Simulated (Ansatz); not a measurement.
# Ge₂H₄ (singlet): the correlation ladder, cc-pVDZ

One table from this session's results is given with a row withheld; the runs are named, their logs left out.

Method: cc-pVDZ, core rule «outside noble gas», up to 28 orbitals frozen; program: Ansatz 0.2.0, Gaussian basis.

The runs, in order: UHF; CCSD(T) on RHF; CCSD(T) on UHF; BCCD(T) on RHF; CISD; CCSDT(Q) on RHF; CCSDT(Q) on UHF; CASSCF and MRCISD+Q, 8 electrons in 8 orbitals; CASSCF and NEVPT4(SD), 8 electrons in 8 orbitals; CASSCF and NEVPT2, 8 electrons in 8 orbitals.

19 further runs of the same task are left out: 11 that didn't finish, 8 set aside as unsound or not needed.

## The system

The geometry is a PBE0/def2-TZVP stationary point (not a proven minimum). No spin-orbit coupling is included. The filled d shell of Ge may be among the frozen orbitals whatever the setting's name suggests; the logs give the count.

6 atoms, charge 0, spin multiplicity 1.

Atoms are counted from 1 here; the program's logs count them from 0.

Bond lengths: Ge1–Ge2 2.500 Å, Ge1–H3 1.541 Å, Ge1–H4 1.546 Å, Ge1–H5 1.546 Å, Ge2–H6 1.593 Å. Angles: Ge2–Ge1–H3 118.4°, Ge2–Ge1–H4 108.4°, Ge2–Ge1–H5 108.4°, H3–Ge1–H4 107.6°, H3–Ge1–H5 107.6°, H4–Ge1–H5 105.8°, Ge1–Ge2–H6 92.3°.

Geometry (Å):

```mol
Ge2H4
  3D, bonds by distance, orders not assigned

  6  5  0  0  0  0  0  0  0  0999 V2000
    0.0000    0.0168    1.2218 Ge  0  0
    0.0000   -0.0363   -1.2773 Ge  0  0
    0.0000    1.3870    1.9258 H   0  0
    1.2331   -0.7670    1.7257 H   0  0
   -1.2331   -0.7670    1.7257 H   0  0
    0.0000    1.5538   -1.3752 H   0  0
  1  2  8  0
  1  3  8  0
  1  4  8  0
  1  5  8  0
  2  6  8  0
M  END
```

Set-up of the first run:

in.yaml

```yaml
crystal:
  periodic: [false, false, false]
  atoms:
    - {symbol: Ge, position_ang: [0.000000, 0.016763, 1.221757]}
    - {symbol: Ge, position_ang: [0.000000, -0.036285, -1.277289]}
    - {symbol: H, position_ang: [0.000000, 1.387006, 1.925829]}
    - {symbol: H, position_ang: [1.233110, -0.766974, 1.725729]}
    - {symbol: H, position_ang: [-1.233110, -0.766974, 1.725729]}
    - {symbol: H, position_ang: [0.000000, 1.553826, -1.375198]}
basis:
  gaussian: {orbitals: cc-pVDZ}
magnetization: {spin_polarized: true, initial_magnetization: 0}
hamiltonian: {xc: hf}
output: {orbitals: {seedname: orbitals}}
```

Launch:

```sh
$ ansatz run in.yaml --threads 1 --pin off --events-out ev --progress --plain --max-ram 2393MiB
```

Among the steps run: UHF; CCSD(T) on RHF; CCSD(T) on UHF; BCCD(T) on RHF; CISD; CCSDT(Q) on RHF; CCSDT(Q) on UHF; CASSCF and MRCISD+Q, 8 electrons in 8 orbitals; CASSCF and NEVPT4(SD), 8 electrons in 8 orbitals; CASSCF and NEVPT2, 8 electrons in 8 orbitals.

One of the session's tables, all rows but one given; the rest of the session is left out.

| method | from RCCSDT(Q) (kcal/mol) |
| --- | --- |
| RHF | +144.11 |
| UHF | +143.09 |
| RMP2 | +32.81 |
| CISD | +17.47 |
| RCCSD | +4.32 |
| RCCSD(T) | +0.86 |
| BCCD(T) | ? |
| RCCSDT | +0.17 |
| RCCSDT(Q) | 0 |

Q: Estimate the row for BCCD(T) from the others.

The run gave: from RCCSDT(Q) (kcal/mol): +0.85. In the column «from RCCSDT(Q) (kcal/mol)» it lies between RCCSDT (+0.17) and RCCSD(T) (+0.86).

Not comparable, so not listed: CCSD(T) on UHF; CASSCF and MRCISD+Q, 8 electrons in 8 orbitals (they don't share determinant, frozen orbitals or solution with the rows shown, or repeat one).

Caveats from the session: Left out of the table: CASSCF frontier, NEVPT2 frontier, NEVPT4(SD) frontier (the active space lost an orbital or holds another state than full CI finds). Warnings: restricted reference is unstable; spin contamination. Warnings in the runs' records: passed over end.
